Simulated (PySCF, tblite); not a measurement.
# Br2GeH3P: dynamics, then NMR shifts on frames

How do NMR shifts of Br2GeH3P (`[PH2][GeH]([Br])[Br]`) change as the atoms move?

Programs: tblite 0.8.0 and PySCF 2.14.0, with density-fitted response routines of our own. Each step states its level of theory. These are calculated values for one molecule in the gas phase, unless marked as measured. Atoms count from 0, in the outputs and in this text.

## 1. The starting structure

7 atoms, charge 0, multiplicity 1; geometry from: GFN2-xTB.

Bonds of the start (Å): P0–Ge1 2.34, Ge1–Br2 2.34, Ge1–Br3 2.32, P0–H4 1.39, P0–H5 1.39, Ge1–H6 1.55.

## 2. A short Langevin run with GFN2-xTB

The job: settings as JSON, then the geometry in Å.

```
{"job": {"kind": "md", "xc": "GFN2-xTB", "basis": "xTB", "temperature": 300, "steps": 2000, "every": 50, "frames": 5}, "charge": 0, "multiplicity": 1}
P      1.682888    -0.289554     0.229414
Ge    -0.609500     0.184048     0.363552
Br    -1.877844    -0.581033    -1.449988
Br    -0.968897     2.473444     0.525516
H      1.733942     0.190788    -1.077996
H      1.424204    -1.589504    -0.195825
H     -1.381459    -0.383284     1.578249
```

Method: GFN2-xTB Langevin dynamics, gas phase.

Started as:

```console
$ OMP_NUM_THREADS=1 python probes_run.py task.json out
```

This one command runs all jobs of the session in turn.

Standard output:

```text
t/fs     T/K      E/eV
    0.0   242.7   -387.75341
   25.0   266.3   -387.70465
   50.0   249.4   -387.65782
   75.0   253.7   -387.68236
  100.0   310.4   -387.65265
  125.0   394.3   -387.58247
  150.0   342.9   -387.57686
  175.0   245.7   -387.55357
  200.0   144.5   -387.46404
  225.0   232.3   -387.55735
  250.0   371.2   -387.56356
  275.0   390.7   -387.51858
  300.0   331.6   -387.48639
  325.0   390.1   -387.49162
  350.0   293.0   -387.46440
  375.0   487.6   -387.50776
  400.0   605.9   -387.50972
  425.0   300.7   -387.47120
  450.0   239.5   -387.57047
  475.0   220.7   -387.59161
  500.0   250.9   -387.56458
  525.0   338.9   -387.60903
  550.0   292.4   -387.57914
  575.0   342.1   -387.62633
  600.0   295.5   -387.54934
  625.0   242.1   -387.48383
  650.0   218.7   -387.53272
  675.0   275.3   -387.63702
  700.0   315.6   -387.55754
  725.0   263.7   -387.58955
  750.0   273.4   -387.58335
  775.0   356.4   -387.66130
  800.0   317.5   -387.55008
  825.0   336.4   -387.60444
  850.0   419.8   -387.60771
  875.0   205.5   -387.52844
  900.0   340.2   -387.51890
  925.0   269.8   -387.52181
  950.0   376.7   -387.55987
  975.0   437.0   -387.59344
 1000.0   229.9   -387.45399
```

It took 17 s on 1 thread of Arm Neoverse N1, shared host; peak memory 0.18 GiB.

Distance from the start (root mean square after alignment): 0 fs 0.00 Å, 200 fs 0.53 Å, 400 fs 0.18 Å, 600 fs 0.25 Å, 800 fs 0.20 Å, 1000 fs 0.35 Å.

Positions (Å) and forces (eV/Å) at 1000 fs:

```xyz
7

P     1.129   -0.168    0.816   -0.348    0.363    0.533
Ge   -1.273    0.177    0.845    0.115   -1.678    0.381
Br   -2.227   -1.558   -0.677    0.180    0.794    0.416
Br   -1.987    2.336    0.729   -0.223    0.483   -0.232
H     1.354    0.650   -0.272   -0.089    0.243   -0.183
H     0.988   -1.259    0.006   -0.067   -0.462   -0.249
H    -2.050   -0.326    2.247    0.432    0.256   -0.666
```

## 3. Nuclear shieldings: 250 fs, PBE0/pcSseg-1

The job: settings as JSON, then the geometry in Å.

```
{"job": {"kind": "nmr", "xc": "PBE0", "basis": "pcSseg-1", "pop": false}, "charge": 0, "multiplicity": 1}
P      1.362700    -0.465200     0.355300
Ge    -0.873300     0.001900     0.628400
Br    -2.156200    -0.797700    -1.107500
Br    -1.388200     2.326600     0.544500
H      1.830800     0.717100    -0.138800
H      0.974100    -1.059900    -0.855100
H     -1.699200    -0.424300     1.811500
```

With the program's defaults for keys left out, this is: GIAO PBE0/pcSseg-1 NMR shielding, non-relativistic, gas phase.

Standard output:

```text
coarse grid: 35912 points
cycle   1  E = -7566.6910883362  dE = -2.837e+00  |g| = 1.308e+00  |ddm| = 2.816e+00
cycle   2  E = -7566.6263544784  dE =  6.473e-02  |g| = 1.132e+00  |ddm| = 1.373e+00
cycle   3  E = -7566.7639452266  dE = -1.376e-01  |g| = 3.395e-01  |ddm| = 1.100e+00
cycle   4  E = -7566.7831825490  dE = -1.924e-02  |g| = 6.168e-02  |ddm| = 3.340e-01
cycle   5  E = -7566.7836434610  dE = -4.609e-04  |g| = 8.502e-03  |ddm| = 5.818e-02
cycle   6  E = -7566.7836612131  dE = -1.775e-05  |g| = 2.148e-03  |ddm| = 1.441e-02
cycle   7  E = -7566.7836628370  dE = -1.624e-06  |g| = 4.671e-04  |ddm| = 3.839e-03
final grid: 67232 points
cycle   8  E = -7566.7836701796  dE = -2.280e-08  |g| = 5.105e-04  |ddm| = 1.739e-03
cycle   9  E = -7566.7836701627  dE =  1.693e-08  |g| = 5.813e-04  |ddm| = 1.669e-03
cycle  10  E = -7566.7836702594  dE = -9.674e-08  |g| = 5.446e-05  |ddm| = 8.708e-04
cycle  11  E = -7566.7836702597  dE = -3.220e-10  |g| = 7.649e-06  |ddm| = 4.148e-05
converged SCF energy = -7566.7836702597

GIAO shielding tensors (ppm)
atom      isotropic    diamagn.    paramagn.     s11        s22        s33       span
  0 P      507.139     965.385    -458.247    434.477    479.272    607.667    173.190
  1 Ge    1206.579    2753.724   -1547.145   1092.273   1219.523   1307.941    215.668
  2 Br    2292.435    3124.048    -831.612   1883.348   2266.207   2727.751    844.403
  3 Br    2290.573    3123.165    -832.593   1857.640   2220.851   2793.227    935.588
  4 H       29.033      29.060      -0.027     23.459     27.639     36.000     12.541
  5 H       28.482      28.111       0.371     21.630     29.509     34.307     12.678
  6 H       24.441      26.308      -1.867     17.419     19.086     36.819     19.401
```

Wall time 33 s (1 thread of Arm Neoverse N1, shared host); peak memory 0.82 GiB.

The references, computed at this level on geometries of the same kind, shield at (ppm): 1H TMS 31.72, 31P H3PO4 318.4, 73Ge GeMe4 1331, 79Br HBr 2622. Their shielding less the atom's gives the shift. The references are single molecules in the gas phase, so shifts against H2O, NH3, PH3, H3PO4 or CFCl3 are not on the usual liquid scales and can be off by tens of ppm. Each atom is listed at this fixed geometry, with no averaging over motion; a spectrum would average atoms that exchange fast.

| atoms | environment | σ (ppm) | δ (ppm) |
| --- | --- | --- | --- |
| H6 | hydrogen on a germanium bonded to 2 Br, P | 24.44 | 7.28 |
| H5 | hydrogen on a phosphorus bonded to Ge | 28.48 | 3.24 |
| H4 | hydrogen on a phosphorus bonded to Ge | 29.03 | 2.68 |
| P0 | phosphorus bonded to Ge, 2 H | 507.1 | -188.8 |
| Ge1 | germanium bonded to 2 Br, P, H | 1207 | 124 |
| Br3 | bromine bonded to Ge | 2291 | 331 |
| Br2 | bromine bonded to Ge | 2292 | 330 |

## 4. Shielding tensors: 425 fs, PBE0/pcSseg-1

The job: settings as JSON, then the geometry in Å.

```
{"job": {"kind": "nmr", "xc": "PBE0", "basis": "pcSseg-1", "pop": false}, "charge": 0, "multiplicity": 1}
P      1.117700    -0.269600     0.135400
Ge    -1.094600    -0.012200     0.594300
Br    -2.486600    -1.490300    -0.678300
Br    -1.518600     2.190400     0.677200
H      0.907900    -0.440400    -1.215300
H      1.236500    -1.640700     0.596900
H     -1.422800    -0.459700     2.020200
```

With the program's defaults for keys left out, this is: GIAO PBE0/pcSseg-1 NMR shielding, non-relativistic, gas phase.

Standard output:

```text
coarse grid: 35912 points
cycle   1  E = -7566.6960608576  dE = -2.829e+00  |g| = 1.308e+00  |ddm| = 2.831e+00
cycle   2  E = -7566.6406746006  dE =  5.539e-02  |g| = 1.116e+00  |ddm| = 1.299e+00
cycle   3  E = -7566.7660084274  dE = -1.253e-01  |g| = 3.274e-01  |ddm| = 1.042e+00
cycle   4  E = -7566.7833876963  dE = -1.738e-02  |g| = 6.382e-02  |ddm| = 3.200e-01
cycle   5  E = -7566.7839201906  dE = -5.325e-04  |g| = 8.949e-03  |ddm| = 6.153e-02
cycle   6  E = -7566.7839408688  dE = -2.068e-05  |g| = 2.084e-03  |ddm| = 1.505e-02
cycle   7  E = -7566.7839423500  dE = -1.481e-06  |g| = 5.676e-04  |ddm| = 4.131e-03
final grid: 67232 points
cycle   8  E = -7566.7839051033  dE = -8.331e-09  |g| = 6.706e-04  |ddm| = 2.082e-03
cycle   9  E = -7566.7839050434  dE =  5.990e-08  |g| = 8.552e-04  |ddm| = 2.163e-03
cycle  10  E = -7566.7839052327  dE = -1.894e-07  |g| = 1.070e-04  |ddm| = 1.133e-03
cycle  11  E = -7566.7839052344  dE = -1.724e-09  |g| = 1.029e-05  |ddm| = 1.031e-04
cycle  12  E = -7566.7839052344  dE =  1.273e-11  |g| = 2.990e-06  |ddm| = 1.550e-05
converged SCF energy = -7566.7839052344

GIAO shielding tensors (ppm)
atom      isotropic    diamagn.    paramagn.     s11        s22        s33       span
  0 P      494.619     965.860    -471.242    407.897    513.300    562.659    154.763
  1 Ge    1185.640    2754.666   -1569.026    966.265   1274.517   1316.138    349.873
  2 Br    2231.042    3122.993    -891.951   1741.350   2124.556   2827.219   1085.868
  3 Br    2426.138    3123.593    -697.455   1993.201   2458.703   2826.512    833.311
  4 H       28.871      28.773       0.099     23.791     27.872     34.951     11.160
  5 H       27.736      27.438       0.298     22.572     25.278     35.359     12.787
  6 H       24.506      26.770      -2.264     16.677     20.775     36.065     19.388
```

It took 34 s on 1 thread of Arm Neoverse N1, shared host; peak memory 0.84 GiB.

Key values: δ P0 -176.2, Ge1 145, Br2 391, Br3 196, H6 7.21, H5 3.98 ppm.

## 5. Shielding tensors: 625 fs, PBE0/pcSseg-1

The job: settings as JSON, then the geometry in Å.

```
{"job": {"kind": "nmr", "xc": "PBE0", "basis": "pcSseg-1", "pop": false}, "charge": 0, "multiplicity": 1}
P      1.249200    -0.080000    -0.121000
Ge    -0.987700     0.231500     0.562400
Br    -2.286500    -1.361300    -0.613500
Br    -2.024700     2.257800     0.331300
H      0.869400     0.429300    -1.511500
H      0.845200    -1.363800    -0.610200
H     -1.471200    -0.015500     2.091300
```

Method: GIAO PBE0/pcSseg-1 NMR shielding, non-relativistic, gas phase.

Standard output:

```text
coarse grid: 35912 points
cycle   1  E = -7566.6894733846  dE = -2.957e+00  |g| = 1.305e+00  |ddm| = 2.790e+00
cycle   2  E = -7566.6270190138  dE =  6.245e-02  |g| = 1.123e+00  |ddm| = 1.346e+00
cycle   3  E = -7566.7602493202  dE = -1.332e-01  |g| = 3.385e-01  |ddm| = 1.088e+00
cycle   4  E = -7566.7794667796  dE = -1.922e-02  |g| = 6.178e-02  |ddm| = 3.354e-01
cycle   5  E = -7566.7799482425  dE = -4.815e-04  |g| = 8.281e-03  |ddm| = 5.921e-02
cycle   6  E = -7566.7799652796  dE = -1.704e-05  |g| = 2.034e-03  |ddm| = 1.360e-02
cycle   7  E = -7566.7799666596  dE = -1.380e-06  |g| = 4.662e-04  |ddm| = 3.428e-03
final grid: 67232 points
cycle   8  E = -7566.7799443643  dE = -2.707e-08  |g| = 5.440e-04  |ddm| = 1.737e-03
cycle   9  E = -7566.7799443299  dE =  3.443e-08  |g| = 6.515e-04  |ddm| = 1.857e-03
cycle  10  E = -7566.7799444542  dE = -1.243e-07  |g| = 4.657e-05  |ddm| = 9.966e-04
cycle  11  E = -7566.7799444544  dE = -2.128e-10  |g| = 6.108e-06  |ddm| = 3.429e-05
converged SCF energy = -7566.7799444544

GIAO shielding tensors (ppm)
atom      isotropic    diamagn.    paramagn.     s11        s22        s33       span
  0 P      474.705     963.879    -489.175    362.477    464.830    596.807    234.331
  1 Ge    1206.303    2753.580   -1547.277   1054.857   1236.986   1327.066    272.210
  2 Br    2184.249    3123.427    -939.178   1603.065   2151.060   2798.623   1195.559
  3 Br    2345.771    3123.398    -777.628   2011.444   2309.475   2716.392    704.948
  4 H       26.644      25.588       1.055     22.946     25.317     31.667      8.721
  5 H       28.213      27.499       0.713     21.591     28.911     34.136     12.545
  6 H       23.156      24.635      -1.479     16.152     19.409     33.906     17.754
```

Wall time 33 s (1 thread of Arm Neoverse N1, shared host); peak memory 0.85 GiB.

In short: δ P0 -156.3, Ge1 125, Br2 438, Br3 276, H6 8.56, H4 5.07 ppm.

## 6. Nuclear shieldings: 800 fs, PBE0/pcSseg-1

The job: settings as JSON, then the geometry in Å.

```
{"job": {"kind": "nmr", "xc": "PBE0", "basis": "pcSseg-1", "pop": false}, "charge": 0, "multiplicity": 1}
P      1.234000     0.044300     0.562000
Ge    -1.099200     0.109800     0.681600
Br    -2.312900    -1.177700    -0.761100
Br    -2.106000     2.109200     0.485600
H      1.292300    -0.040400    -0.815000
H      1.212900    -1.280600     0.716200
H     -1.488500    -0.213800     2.051700
```

Level: GIAO PBE0/pcSseg-1 NMR shielding, non-relativistic, gas phase.

Standard output:

```text
coarse grid: 35912 points
cycle   1  E = -7566.6969374908  dE = -2.717e+00  |g| = 1.306e+00  |ddm| = 2.891e+00
cycle   2  E = -7566.6464090671  dE =  5.053e-02  |g| = 1.106e+00  |ddm| = 1.253e+00
cycle   3  E = -7566.7656866130  dE = -1.193e-01  |g| = 3.162e-01  |ddm| = 9.998e-01
cycle   4  E = -7566.7813673148  dE = -1.568e-02  |g| = 5.994e-02  |ddm| = 3.032e-01
cycle   5  E = -7566.7818378933  dE = -4.706e-04  |g| = 7.872e-03  |ddm| = 5.737e-02
cycle   6  E = -7566.7818537052  dE = -1.581e-05  |g| = 1.823e-03  |ddm| = 1.272e-02
cycle   7  E = -7566.7818548251  dE = -1.120e-06  |g| = 5.315e-04  |ddm| = 3.420e-03
final grid: 67232 points
cycle   8  E = -7566.7818047891  dE = -2.409e-08  |g| = 5.994e-04  |ddm| = 1.949e-03
cycle   9  E = -7566.7818047552  dE =  3.393e-08  |g| = 7.137e-04  |ddm| = 1.946e-03
cycle  10  E = -7566.7818048937  dE = -1.385e-07  |g| = 7.774e-05  |ddm| = 1.028e-03
cycle  11  E = -7566.7818048946  dE = -8.386e-10  |g| = 9.124e-06  |ddm| = 6.573e-05
converged SCF energy = -7566.7818048946

GIAO shielding tensors (ppm)
atom      isotropic    diamagn.    paramagn.     s11        s22        s33       span
  0 P      547.284     965.582    -418.298    497.578    521.086    623.188    125.609
  1 Ge    1207.649    2752.612   -1544.963   1017.841   1261.869   1343.237    325.397
  2 Br    2359.468    3123.620    -764.152   1883.687   2410.385   2784.331    900.644
  3 Br    2464.236    3123.281    -659.045   1999.582   2561.924   2831.201    831.619
  4 H       29.599      28.828       0.771     24.063     27.806     36.930     12.867
  5 H       30.741      29.982       0.759     24.722     28.716     38.786     14.064
  6 H       25.448      27.445      -1.997     17.935     20.231     38.177     20.241
```

Run time: 33 s. Hardware: 1 thread of Arm Neoverse N1, shared host; peak memory 0.85 GiB.

Key values: δ P0 -228.9, Ge1 123, Br2 263, Br3 158, H6 6.27, H4 2.12 ppm.

## 7. NMR shieldings: 1000 fs, PBE0/pcSseg-1

The job: settings as JSON, then the geometry in Å.

```
{"job": {"kind": "nmr", "xc": "PBE0", "basis": "pcSseg-1", "pop": false}, "charge": 0, "multiplicity": 1}
P      1.128900    -0.168400     0.816000
Ge    -1.272700     0.177100     0.844500
Br    -2.226900    -1.558300    -0.677100
Br    -1.986800     2.335500     0.728900
H      1.354000     0.650400    -0.272300
H      0.988300    -1.259300     0.006200
H     -2.049800    -0.326400     2.247000
```

Level: GIAO PBE0/pcSseg-1 NMR shielding, non-relativistic, gas phase.

Standard output:

```text
coarse grid: 35912 points
cycle   1  E = -7566.6742287274  dE = -2.988e+00  |g| = 1.314e+00  |ddm| = 2.739e+00
cycle   2  E = -7566.5873554796  dE =  8.687e-02  |g| = 1.173e+00  |ddm| = 1.481e+00
cycle   3  E = -7566.7470228955  dE = -1.597e-01  |g| = 3.641e-01  |ddm| = 1.229e+00
cycle   4  E = -7566.7713863950  dE = -2.436e-02  |g| = 6.723e-02  |ddm| = 3.791e-01
cycle   5  E = -7566.7719593698  dE = -5.730e-04  |g| = 9.485e-03  |ddm| = 6.356e-02
cycle   6  E = -7566.7719799733  dE = -2.060e-05  |g| = 2.937e-03  |ddm| = 1.632e-02
cycle   7  E = -7566.7719826966  dE = -2.723e-06  |g| = 7.264e-04  |ddm| = 4.846e-03
final grid: 67232 points
cycle   8  E = -7566.7719414372  dE =  1.990e-08  |g| = 8.807e-04  |ddm| = 2.451e-03
cycle   9  E = -7566.7719412948  dE =  1.424e-07  |g| = 1.159e-03  |ddm| = 2.852e-03
cycle  10  E = -7566.7719416506  dE = -3.558e-07  |g| = 1.500e-04  |ddm| = 1.577e-03
cycle  11  E = -7566.7719416536  dE = -3.056e-09  |g| = 1.240e-05  |ddm| = 1.291e-04
cycle  12  E = -7566.7719416536  dE = -3.274e-11  |g| = 4.319e-06  |ddm| = 2.056e-05
converged SCF energy = -7566.7719416536

GIAO shielding tensors (ppm)
atom      isotropic    diamagn.    paramagn.     s11        s22        s33       span
  0 P      467.410     965.243    -497.833    324.443    443.776    634.012    309.570
  1 Ge    1164.060    2753.142   -1589.082    970.026   1175.326   1346.828    376.802
  2 Br    1975.930    3122.843   -1146.913   1305.968   1776.752   2845.070   1539.102
  3 Br    2309.518    3123.505    -813.987   1961.117   2246.865   2720.574    759.457
  4 H       28.637      29.377      -0.741     24.330     27.069     34.511     10.182
  5 H       29.288      29.667      -0.379     22.678     29.357     35.829     13.151
  6 H       22.676      23.536      -0.860     15.985     19.623     32.419     16.434
```

It took 34 s on 1 thread of Arm Neoverse N1, shared host; peak memory 0.85 GiB.

This run: δ P0 -149.0, Ge1 167, Br2 646, Br3 313, H6 9.04, H4 3.08 ppm.

## 8. Comparing the runs: NMR shifts

Shifts (ppm), with basis size and wall time:

| frame | H6 | H5 | H4 | P0 | Ge1 | Br3 | Br2 | functions | time |
| --- | --- | --- | --- | --- | --- | --- | --- | --- | --- |
| 250 fs | 7.28 | 3.24 | 2.68 | -188.8 | 124 | 331 | 330 | 162 | 33 s |
| 425 fs | 7.21 | 3.98 | 2.85 | -176.2 | 145 | 196 | 391 | 162 | 34 s |
| 625 fs | 8.56 | 3.50 | 5.07 | -156.3 | 125 | 276 | 438 | 162 | 33 s |
| 800 fs | 6.27 | 0.98 | 2.12 | -228.9 | 123 | 158 | 263 | 162 | 33 s |
| 1000 fs | 9.04 | 2.43 | 3.08 | -149.0 | 167 | 313 | 646 | 162 | 34 s |

## 9. Summary of results

| quantity | value |
| --- | --- |
| thermostat | 300 K |
| mean temperature, second half | 305 K |
| mean potential energy above the minimum | 0.19 eV |
| 1H shifts against TMS (PBE0/pcSseg-1, 250 fs) | 7.28, 3.24, 2.68 ppm |
| 31P shifts against H3PO4 (PBE0/pcSseg-1, 250 fs) | -188.8 ppm |
| 73Ge shifts against GeMe4 (PBE0/pcSseg-1, 250 fs) | 124 ppm |
| 79Br shifts against HBr (PBE0/pcSseg-1, 250 fs) | 331, 330 ppm |
| range of the shift of Br2 | 263 to 646 ppm |

In words: In the second half the potential energy averages 0.19 eV above the minimum; equipartition over 15 harmonic modes at 300 K would give 0.19 eV. With 7 atoms the temperature swings widely (144 to 606 K). Shifts at one fixed geometry are not the observed spectrum, which averages over the motion. In the first frame run (250 fs): Shielding is most anisotropic at Br3 (span 936 ppm, paramagnetic term -833 ppm). In ppm, Br2 moves most: its shift spreads over 384 ppm, from 263 (800 fs) to 646 (1000 fs). Spin-orbit coupling is left out, which matters for shieldings and couplings at and beside the heavy atoms.
